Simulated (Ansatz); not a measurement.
# CdBr2: the cost of one run

Method: DFT PBEsol, scalar-relativistic, plane waves, PAW, in Ansatz 0.2.0.

The COD entry's cell or inner coordinates are ideal or old and differ from later refinements, so a difference from it is no clean test against experiment.

1 further run of the same task is left out (set aside as unsound or not needed).

## 1. The system as given

Symmetry: P6_3mc, No. 186, hexagonal system. Conventional cell: a = 3.968 Å, b = 3.968 Å, c = 13.099 Å, α = 90.00°, β = 90.00°, γ = 120.00°. Cd (site symmetry 3m) is surrounded by 6 Br at 2.77 Å. Br (site symmetry 3m) has 3 Cd at 2.77 Å as nearest neighbours.

As a file:

```
Cd Br
1.0
     3.96818    0.00000    0.00000
    -1.98409    3.43654    0.00000
     0.00000    0.00000   13.09905
Cd Br
2 4
Direct
  0.33333 0.66667 0.37499
  0.66667 0.33333 0.87499
  0.33333 0.66667 0.99367
  0.66667 0.33333 0.49367
  0.00000 0.00000 0.25633
  0.00000 0.00000 0.75633
```

This cell was relaxed beforehand with the same method: volume 29.77 Å³/atom, gap on the mesh 2.85 eV.

## 2. Static run: bands, density of states and charges

The input, input.yaml:

```yaml
crystal:
  lattice:
    - [3.9681774281, 0.0, 0.0]
    - [-1.9840887141, 3.4365424595, 0.0]
    - [0.0, 0.0, 13.0990469325]
  atoms:
    - { symbol: Cd, position: [0.3333333333, 0.6666666667, 0.3749922314] }
    - { symbol: Cd, position: [0.6666666667, 0.3333333333, 0.8749922314] }
    - { symbol: Br, position: [0.3333333333, 0.6666666667, -0.006325365] }
    - { symbol: Br, position: [0.6666666667, 0.3333333333, 0.493674635] }
    - { symbol: Br, position: [0.0, 0.0, 0.2563331336] }
    - { symbol: Br, position: [0.0, 0.0, 0.7563331336] }
basis:
  ecutwfc: 420
kpoints:
  mp_grid: { grid: [6, 6, 2] }
  band_path:
    path:
      - [[0.0, 0.0, 0.0], [0.5, 0.0, 0.0], [0.33333333, 0.33333333, 0.0], [0.0, 0.0, 0.0], [0.0, 0.0, 0.5], [0.5, 0.0, 0.5], [0.33333333, 0.33333333, 0.5], [0.0, 0.0, 0.5]]
      - [[0.5, 0.0, 0.5], [0.5, 0.0, 0.0]]
      - [[0.33333333, 0.33333333, 0.5], [0.33333333, 0.33333333, 0.0]]
    npoints: 14
hamiltonian:
  xc: pbesol
scf:
  occupations: { method: gaussian, width: 0.02 }
  n_extra_bands: 15
output:
  forces: true
  stress: true
  eigenvalues: true
  populations: true
  dos: { projected: true, de: 0.02, nscf_kmesh: { grid: [9, 9, 3] } }
  bader: true
  write_density: true
  write_potential: true
  elf: true
  volumetric_format: npy
```

Launch:

```bash
$ ansatz run input.yaml --threads 1 --pin off --max-ram 2560MiB --backend cpu --events-out ev --progress --plain --runs-dir out
```

Q: Estimate wall time and peak memory on 1 thread of Arm Neoverse V1, shared host.

About 2.4 min, with a peak of 0.75 GiB.
